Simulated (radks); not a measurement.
**V³⁺ in [Ne] 3s1 3p6 3d2 4s1: an all-electron calculation**

Aim: the levels, the sizes of the orbitals and the parts of the energy of the vanadium ion V3+.

Method: scalar-relativistic Kohn-Sham, LDA (Slater exchange, VWN5 correlation), spin-polarised, spherical densities, point nucleus; open shells are filled with parallel spins first. Code: radks (a radial shooting solver on a logarithmic mesh, Libxc functionals) version 1.

**1. Starting point**

- element: vanadium (Z = 23)
- charge: +3
- electrons: 20
- configuration: [Ne] 3s1 3p6 3d2 4s1

The outer shells:

V³⁺
```
[Ne] core
3s [↑ ]
3p [↑↓][↑↓][↑↓]
3d [↑ ][↑ ][  ][  ][  ]
4s [↑ ]
```

**2. The run**

Settings of this run:

```text
Z 23
configuration [Ne] 3s1 3p6 3d2 4s1 4p0 5s0
relativity scalar-relativistic
functional lda,vwn5
spin polarised
nucleus point
c 137.035999084
```

What does the calculation give?

The runs gave:

| quantity | value |
| --- | --- |
| total energy | -942.41846 hartree |
| exchange-correlation share of it | 4.44 % |
| −T/E | 1.0088 |
| highest occupied level | 4s up, -31.776 eV |
| most extended occupied level | 4s up, <r> = 2.38 bohr |
| radius at density 0.001 e/bohr³ | 3.53 bohr |
| maxima of the radial density | 3 |

**Reading.** 4 principal shells are occupied and 3 maxima appear in the radial density; where shells overlap, one shows as a shoulder or not at all. Relativity lifts −T/E to 1.009. This is not the tabulated ground configuration, so its levels and sizes aren't those of the ground state, and no measured value stands beside it.
